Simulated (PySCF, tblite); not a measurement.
**Si₂AsH₇, a small molecule taken as a stand-in for a surface group (As on Si): NMR shifts, core binding energies and electronic excitations**

Aim: the NMR shifts, core binding energies and electronic excitations of `[SiH3][AsH][SiH3]`.

Computed with tblite 0.8.0 and PySCF 2.14.0; each step states its level. No surroundings beyond the atoms listed, unless a continuum is named. Atoms count from 0, parts from 1.

## 1. Starting point

10 atoms, charge 0, multiplicity 1; geometry: distance geometry start.

## 2. Geometry optimisation with GFN2-xTB

The job: settings as JSON, then the geometry in Å.

```
{"job": {"kind": "relax", "xc": "GFN2-xTB", "basis": "xTB"}, "charge": 0, "multiplicity": 1}
Si     0.081796    -1.256514    -1.873686
As    -1.444473    -0.206131    -0.518771
Si    -0.603137     0.864695     1.345332
H     -0.571889    -1.959368    -2.903586
H      0.853079    -2.173224    -1.089954
H      0.956714    -0.288411    -2.431212
H     -2.575357     0.481997    -1.210558
H     -0.677088     0.012459     2.456273
H      0.773183     1.214552     1.099399
H     -1.342893     2.048066     1.594181
```

Level: GFN2-xTB geometry optimisation, gas phase.

On the command line:

```
OMP_NUM_THREADS=1 python cluster_run.py task.json out
```

One launch serves the whole session: the jobs run in the order shown.

Standard output:

```text
step      E/eV     max force
  0    -254.78375    2.004
  1    -254.98732    1.972
  2    -255.22147    1.780
  3    -255.35453    1.256
  4    -255.44085    0.968
  5    -255.51387    0.732
  6    -255.57706    0.517
  7    -255.59378    0.528
  8    -255.63401    0.514
  9    -255.65772    0.382
 10    -255.66710    0.247
 11    -255.67392    0.264
 12    -255.68959    0.498
 13    -255.70808    0.585
 14    -255.72549    0.438
 15    -255.73560    0.225
 16    -255.73881    0.108
 17    -255.74063    0.166
 18    -255.74558    0.272
 19    -255.75083    0.270
 20    -255.75487    0.197
 21    -255.75639    0.127
 22    -255.75702    0.067
 23    -255.75740    0.061
 24    -255.75776    0.049
 25    -255.75808    0.068
 26    -255.75850    0.069
 27    -255.75918    0.095
 28    -255.76019    0.099
 29    -255.76123    0.085
 30    -255.76192    0.069
 31    -255.76235    0.052
 32    -255.76279    0.075
 33    -255.76359    0.112
 34    -255.76490    0.150
 35    -255.76638    0.134
 36    -255.76722    0.065
 37    -255.76751    0.042
 38    -255.76769    0.041
 39    -255.76798    0.055
 40    -255.76849    0.083
 41    -255.76913    0.084
 42    -255.76958    0.048
 43    -255.76975    0.029
 44    -255.76982    0.026
 45    -255.76991    0.022
 46    -255.77004    0.029
 47    -255.77019    0.026
 48    -255.77030    0.025
 49    -255.77036    0.021
 50    -255.77041    0.020
 51    -255.77047    0.018
 52    -255.77057    0.025
 53    -255.77074    0.044
 54    -255.77099    0.065
 55    -255.77135    0.078
 56    -255.77181    0.071
 57    -255.77225    0.044
 58    -255.77257    0.041
 59    -255.77283    0.055
 60    -255.77317    0.072
 61    -255.77368    0.082
 62    -255.77442    0.081
 63    -255.77532    0.073
 64    -255.77618    0.071
 65    -255.77693    0.074
 66    -255.77764    0.084
 67    -255.77833    0.094
 68    -255.77762    0.171
 69    -255.77962    0.070
 70    -255.78034    0.059
 71    -255.78030    0.160
 72    -255.78185    0.040
 73    -255.78231    0.031
 74    -255.78270    0.053
 75    -255.78292    0.029
 76    -255.78304    0.025
 77    -255.78319    0.024
 78    -255.78328    0.023
 79    -255.78342    0.024
 80    -255.78353    0.031
 81    -255.78359    0.027
 82    -255.78362    0.016
 83    -255.78364    0.011
 84    -255.78366    0.008
 85    -255.78367    0.013
 86    -255.78369    0.014
 87    -255.78370    0.011
 88    -255.78371    0.009
 89    -255.78372    0.006
```

Run time: 1.1 s. Hardware: 1 thread of Arm Neoverse V2, shared host.

The steps of the relaxation:

```
step  energy from step 0 (eV)  largest force (eV/Å)
   0                   0.0000                2.0048
   3                  -0.5708                1.2554
   6                  -0.7933                0.5170
   9                  -0.8740                0.3815
  12                  -0.9058                0.4972
  15                  -0.9519                0.2260
  18                  -0.9618                0.2715
  21                  -0.9726                0.1266
  24                  -0.9740                0.0492
  27                  -0.9754                0.0957
  30                  -0.9782                0.0693
  33                  -0.9798                0.1119
  36                  -0.9835                0.0657
  39                  -0.9842                0.0547
  42                  -0.9858                0.0479
  45                  -0.9862                0.0222
  48                  -0.9865                0.0252
  51                  -0.9867                0.0181
  54                  -0.9872                0.0650
  57                  -0.9885                0.0445
  60                  -0.9894                0.0716
  63                  -0.9916                0.0732
  66                  -0.9939                0.0835
  69                  -0.9959                0.0696
  72                  -0.9981                0.0402
  75                  -0.9992                0.0296
  78                  -0.9995                0.0228
  81                  -0.9998                0.0269
  84                  -0.9999                0.0082
  87                  -1.0000                0.0114
  89                  -1.0000                0.0064
```

Close pairs (by a distance rule), those that changed most:

```
   bond  before (Å)  after (Å)  change (Å)
 Si2–H7       1.402      1.470      +0.067
 Si0–H3       1.408      1.469      +0.061
 Si2–H9       1.418      1.469      +0.052
 Si0–H5       1.419      1.470      +0.051
 Si0–H4       1.432      1.469      +0.038
 Si2–H8       1.441      1.470      +0.029
Si0–As1       2.295      2.319      +0.024
 As1–H6       1.494      1.507      +0.013
```

## 3. Relaxing the molecule at PBE0-D3(BJ)/def2-SVP

The job: settings as JSON, then the geometry in Å.

```
{"job": {"xc": "PBE0", "basis": "def2-SVP", "d3": "d3bj", "grid": 2, "kind": "geom", "shake": 0.01}, "charge": 0, "multiplicity": 1}
Si     0.442228    -1.148738    -1.283832
As    -1.386657    -0.292494    -0.094184
Si    -0.211470     0.933564     1.469541
H     -0.000364    -1.675986    -2.573356
H      1.043517    -2.222255    -0.539791
H      1.475050    -0.144203    -1.597690
H     -1.539003     0.893446    -1.009321
H      0.388848     0.028300     2.476670
H      0.918982     1.740162     0.962922
H     -1.089578     1.862620     2.190515
```

Standard output:

```text
step   0  E = -2818.09290277  max force = 0.015967
step   1  E = -2818.09717514  max force = 0.002316
step   2  E = -2818.09730710  max force = 0.000754
step   3  E = -2818.09732499  max force = 0.000227
step   4  E = -2818.09733031  max force = 0.000271
optimisation converged
```

It took 26 s on 1 thread of Arm Neoverse V2, shared host; peak memory 0.53 GiB.

Step by step:

```
step  energy from step 0 (eV)  largest force component (eV/Å)
   0                   0.0000                          0.8211
   1                  -0.1163                          0.1191
   2                  -0.1198                          0.0388
   3                  -0.1203                          0.0117
   4                  -0.1205                          0.0139
```

Close pairs (by a distance rule), those that changed most:

```
   bond  before (Å)  after (Å)  change (Å)
As1–Si2       2.309      2.369      +0.060
 Si0–H4       1.438      1.494      +0.056
 Si0–H3       1.462      1.494      +0.032
 Si2–H9       1.468      1.494      +0.026
Si0–As1       2.344      2.369      +0.025
 As1–H6       1.506      1.527      +0.021
 Si0–H5       1.475      1.495      +0.021
 Si2–H8       1.478      1.495      +0.017
```

The next job starts from the end point, and lists it.

```
                         at the end point                value
  point group (found at 0.08 Å tolerance)                   Cs
rotational constants (GHz, main isotopes)  4.805, 2.455, 1.716
                        dipole moment (D)                 0.54
```

## 4. Shielding tensors: PBE0/pcSseg-2

The job: settings as JSON, then the geometry in Å.

```
{"job": {"kind": "nmr", "xc": "PBE0", "basis": "pcSseg-2"}, "charge": 0, "multiplicity": 1}
Si     0.451515    -1.105445    -1.265198
As    -1.450700    -0.289989    -0.112812
Si    -0.176194     0.922298     1.473849
H      0.010544    -1.679204    -2.572031
H      1.053893    -2.191688    -0.434344
H      1.487031    -0.056370    -1.515226
H     -1.586548     0.917221    -1.037247
H      0.397489    -0.060768     2.441925
H      0.940600     1.705920     0.862195
H     -1.084258     1.854569     2.207105
```

Level: GIAO PBE0/pcSseg-2 NMR shielding, non-relativistic, gas phase.

Standard output:

```text
coarse grid: 37464 points
cycle   1  E = -2818.6017682106  dE = -1.095e+00  |g| = 8.614e-01  |ddm| = 2.312e+00
cycle   2  E = -2818.6050500276  dE = -3.282e-03  |g| = 6.850e-01  |ddm| = 2.764e-01
cycle   3  E = -2818.6236065728  dE = -1.856e-02  |g| = 1.109e-01  |ddm| = 1.543e-01
cycle   4  E = -2818.6242610889  dE = -6.545e-04  |g| = 2.217e-02  |ddm| = 5.947e-02
cycle   5  E = -2818.6243806132  dE = -1.195e-04  |g| = 3.155e-03  |ddm| = 2.499e-02
cycle   6  E = -2818.6243843843  dE = -3.771e-06  |g| = 7.996e-04  |ddm| = 4.393e-03
final grid: 74536 points
cycle   7  E = -2818.6244222927  dE = -9.770e-08  |g| = 7.768e-04  |ddm| = 2.267e-03
cycle   8  E = -2818.6244222674  dE =  2.530e-08  |g| = 8.295e-04  |ddm| = 1.538e-03
cycle   9  E = -2818.6244224905  dE = -2.231e-07  |g| = 8.124e-05  |ddm| = 8.045e-04
cycle  10  E = -2818.6244224917  dE = -1.204e-09  |g| = 1.588e-05  |ddm| = 6.693e-05
cycle  11  E = -2818.6244224918  dE = -1.364e-11  |g| = 2.767e-06  |ddm| = 8.177e-06
converged SCF energy = -2818.6244224918

GIAO shielding tensors (ppm)
atom      isotropic    diamagn.    paramagn.     s11        s22        s33       span
  0 Si     412.760     878.827    -466.067    372.468    411.524    454.287     81.819
  1 As    2037.731    2879.969    -842.239   1917.189   1949.973   2246.030    328.841
  2 Si     412.771     878.823    -466.052    372.390    411.546    454.377     81.987
  3 H       26.938      28.053      -1.115     23.053     24.591     33.171     10.118
  4 H       27.193      28.666      -1.473     23.896     24.810     32.871      8.975
  5 H       27.001      28.951      -1.950     23.219     25.124     32.659      9.440
  6 H       29.874      30.215      -0.341     22.731     24.030     42.861     20.130
  7 H       27.195      28.666      -1.472     23.898     24.815     32.872      8.974
  8 H       27.001      28.947      -1.946     23.220     25.122     32.661      9.440
  9 H       26.939      28.048      -1.109     23.052     24.592     33.174     10.122
```

Wall time 29 s (1 thread of Arm Neoverse V2, shared host); peak memory 1.1 GiB.

The references, computed at this level on geometries of the same kind, shield at (ppm): $^{1}$H TMS 31.25, $^{29}$Si TMS 341.3, $^{75}$As AsH3 1915. Their shielding less the atom's gives the shift. The references are single molecules in the gas phase. Shifts against hydride references such as AlH4− lie on their own scale. Atoms listed in one row are averaged.

```
   atoms                            environment  σ (ppm)  δ (ppm)
  H3, H9     hydrogen on a silicon bonded to As    26.94     4.31
  H5, H8     hydrogen on a silicon bonded to As    27.00     4.24
  H4, H7     hydrogen on a silicon bonded to As    27.19     4.05
      H6  hydrogen on an arsenic bonded to 2 Si    29.87     1.37
Si0, Si2              silicon bonded to As, 3 H    412.8    -71.5
     As1              arsenic bonded to 2 Si, H     2038     -123
```

The run also stored atomic charges by several schemes (e):

```
   atoms  Mulliken    IAO  Hirshfeld  ESP fit
Si0, Si2      0.53   0.38       0.23     0.25
     As1     -0.42  -0.14      -0.01    -0.20
```

Mayer bond orders: Si0–As1 0.95, As1–Si2 0.95.

## 5. Core holes by ΔSCF: SCAN, X2C

Same as in step 4 but for these lines:

```diff
@@ -1,2 +1,2 @@
-{"job": {"kind": "nmr", "xc": "PBE0", "basis": "pcSseg-2"}, "charge": 0, "multiplicity": 1}
+{"job": {"kind": "xps", "holes": 5}, "charge": 0, "multiplicity": 1}
 Si     0.451515    -1.105445    -1.265198
```

With the program's defaults for keys left out, this is: delta-SCF UKS SCAN, pcX-2 on the ionised atom, pcseg-1 elsewhere, spin-free X2C.

Standard output:

```text
ground state, core basis on atom 0 (Si), 140 functions
  cycle   1  E = -2839.78907460  |g| = 1.74e-01
  cycle   2  E = -2839.78881292  |g| = 1.64e-01
  cycle   3  E = -2839.79776114  |g| = 4.68e-02
  cycle   4  E = -2839.79862415  |g| = 6.64e-03
  cycle   5  E = -2839.79864307  |g| = 1.87e-03
  cycle   6  E = -2839.79864516  |g| = 8.01e-04
  cycle   7  E = -2839.79864674  |g| = 1.16e-04
  E(ground) = -2839.71980096 Eh
hole in Si 2p of atom 0
  cycle   1  E = -2835.52095727  |g| = 1.23e+00
  cycle   2  E = -2835.21460039  |g| = 1.20e+00
  cycle   3  E = -2835.76495077  |g| = 3.27e-01
  cycle   4  E = -2835.84719036  |g| = 1.13e-01
  cycle   5  E = -2835.85665797  |g| = 3.05e-02
  cycle   6  E = -2835.85731750  |g| = 9.66e-03
  cycle   7  E = -2835.85738386  |g| = 2.84e-03
  cycle   8  E = -2835.85738738  |g| = 5.48e-04
  cycle   9  E = -2835.85739050  |g| = 3.29e-04
  E(ion) = -2835.78989954 Eh   <S^2> = 0.7535   hole on atom = 1.002   binding energy = 106.938 eV
  2p3/2 = 106.716 eV   2p1/2 = 107.339 eV
```

It took 5.4 s on 1 thread of Arm Neoverse V2, shared host; peak memory 0.5 GiB.

The holes in one table. −ε is the ground-state orbital energy:

```
       hole  stands for                environment  ΔSCF (eV; 2p as the shell's mean)  −ε (eV)   ⟨S²⟩
Si2p on Si0    Si0, Si2  silicon bonded to As, 3 H                             106.92     96.5  0.754
```

Each hole run stands for the others of its class of like atoms.

With the spin-orbit splitting: Si0 2p3/2 106.72, 2p1/2 107.34 eV. The table gives each 2p level as the mean over the whole 2p shell (two parts 2p3/2, one part 2p1/2), which differs a little from the single hole in the log.

## 6. Excited states and response: CAM-B3LYP/def2-SVPD

Same as in step 5 but for these lines:

```diff
@@ -1,2 +1,2 @@
-{"job": {"kind": "xps", "holes": 5}, "charge": 0, "multiplicity": 1}
+{"job": {"kind": "uv", "xc": "CAM-B3LYP", "basis": "def2-SVPD", "nstates": 6, "ntriplets": 2, "ip": true}, "charge": 0, "multiplicity": 1}
 Si     0.451515    -1.105445    -1.265198
```

Method: TDDFT CAM-B3LYP/def2-SVPD, vertical, gas phase, core orbitals frozen in the response.

Standard output:

```text
coarse grid: 37464 points
cycle   1  E = -2818.7218555565  dE = -1.014e+00  |g| = 2.430e-01  |ddm| = 3.198e+00
cycle   2  E = -2818.7328315488  dE = -1.098e-02  |g| = 1.390e-01  |ddm| = 4.679e-01
cycle   3  E = -2818.7365741944  dE = -3.743e-03  |g| = 1.654e-02  |ddm| = 2.039e-01
cycle   4  E = -2818.7366895179  dE = -1.153e-04  |g| = 3.926e-03  |ddm| = 5.539e-02
cycle   5  E = -2818.7366965074  dE = -6.990e-06  |g| = 7.984e-04  |ddm| = 1.188e-02
final grid: 74536 points
cycle   6  E = -2818.7367226325  dE = -3.576e-07  |g| = 6.075e-04  |ddm| = 3.471e-03
cycle   7  E = -2818.7367226963  dE = -6.378e-08  |g| = 5.586e-04  |ddm| = 2.098e-03
cycle   8  E = -2818.7367227659  dE = -6.957e-08  |g| = 5.706e-05  |ddm| = 8.505e-04
cycle   9  E = -2818.7367227673  dE = -1.401e-09  |g| = 2.080e-05  |ddm| = 1.195e-04
cycle  10  E = -2818.7367227676  dE = -3.597e-10  |g| = 2.786e-06  |ddm| = 1.024e-04
converged SCF energy = -2818.7367227676

Static polarisability (au): isotropic 93.681, principal 77.409 92.086 111.547

Singlet excitations
state   eV       nm        f      main configurations
  1   6.1573    201.4   0.01298   H->L+2 0.45, H->L 0.42, H->L+5 0.11
  2   6.2536    198.3   0.10977   H->L 0.54, H->L+2 0.33
  3   6.4129    193.3   0.07461   H->L+1 0.83
  4   6.7233    184.4   0.02018   H->L+3 0.88
  5   7.0991    174.6   0.01348   H-1->L+2 0.55, H-1->L 0.17, H->L+4 0.14
  6   7.1601    173.2   0.00540   H->L+4 0.71, H-1->L 0.20

Triplet excitations (Tamm-Dancoff, eV): 5.4016 5.4715
Vertical ionisation energy (delta-SCF) = 9.3761 eV
```

Wall time 36 s (1 thread of Arm Neoverse V2, shared host); peak memory 0.7 GiB.

The orbitals next to the gap, with their largest atomic shares:

```
orbital      eV                         atoms
 HOMO−3  -11.20   Si2 22 %, Si0 22 %, H8 17 %
 HOMO−2  -10.59   As1 29 %, H6 20 %, Si2 13 %
 HOMO−1   -9.56  As1 38 %, Si2 20 %, Si0 20 %
   HOMO   -8.60  As1 62 %, Si0 12 %, Si2 12 %
   LUMO    0.70  As1 28 %, Si0 18 %, Si2 17 %
 LUMO+1    0.76  As1 28 %, Si2 22 %, Si0 21 %
 LUMO+2    0.77  As1 28 %, Si0 20 %, Si2 18 %
```

With each of the 6 states as a Gaussian band of 0.4 eV half-width at 1/e, the curve within the window shown has maxima at 196 nm (ε 7,900) L/(mol cm). Beyond the last state computed it falls off for lack of states. The curve at chosen wavelengths:

(nm, ε (L/mol/cm)): (166, 397), (168, 580), (170, 784), (173, 1124), (175, 1387), (177, 1713), (179, 2144), (182, 3060), (184, 3861), (186, 4776), (188, 5732), (191, 7015), (193, 7615), (195, 7916), (197, 7883), (200, 7244), (202, 6513), (204, 5636), (206, 4703), (209, 3361), (211, 2580), (213, 1922), (215, 1391), (218, 814), (220, 552), (222, 366)

Further results of this job:

```
           property  computed
  dipole moment (D)      0.43
polarisability (Å³)     13.88
 HOMO–LUMO gap (eV)      9.30
      −ε(HOMO) (eV)      8.60
```

## 7. Outcome

```
                                                                     quantity                        value
                                                                  point group                           Cs
                                         rotational constants (main isotopes)         4.81, 2.45, 1.72 GHz
  $^{1}$H shifts against TMS (PBE0/pcSseg-2, means over atoms taken as alike)   4.31, 4.24, 4.05, 1.37 ppm
$^{29}$Si shifts against TMS (PBE0/pcSseg-2, means over atoms taken as alike)                    -71.5 ppm
                                $^{75}$As shifts against AsH3 (PBE0/pcSseg-2)                     -123 ppm
                                            Si2p binding energies, SCAN/pcX-2                Si0 106.92 eV
                                         lowest singlet (CAM-B3LYP/def2-SVPD)  6.16 eV (201 nm), f = 0.013
                                     brightest single state of those computed  state 2, 6.25 eV, f = 0.110
                                                               lowest triplet                      5.40 eV
                                            vertical ionisation energy (ΔSCF)                      9.38 eV
```

The start of the PBE0/def2-SVP relaxation was shaken at random by about 0.01 Å, so part of the energy gained, and of the first lengths quoted, undoes that. The optimisation took 4 steps and gained 0.120 eV; among the close pairs (by a distance rule), As1–Si2 changed most, from 2.309 to 2.369 Å (PBE0/def2-SVP). Hydrogens of an XH3 group are listed apart at this fixed geometry; free rotation makes them one line at their mean. At PBE0/pcSseg-2: Shielding is most anisotropic at As1 (span 329 ppm, paramagnetic term -842 ppm). The lowest singlet, at 6.16 eV, is HOMO→LUMO+2 0.45, HOMO→LUMO 0.42 and is weak; of the 6 states computed, the strongest absorption comes from state 2 at 6.25 eV. The lowest triplet lies 0.76 eV below the lowest singlet (triplets in Tamm-Dancoff, singlets in full TDDFT). The orbital energy would give 8.60 eV for ionisation, ΔSCF gives 9.38 eV. Spin-orbit coupling is left out, which matters for shieldings and couplings at and beside the heavy atoms.
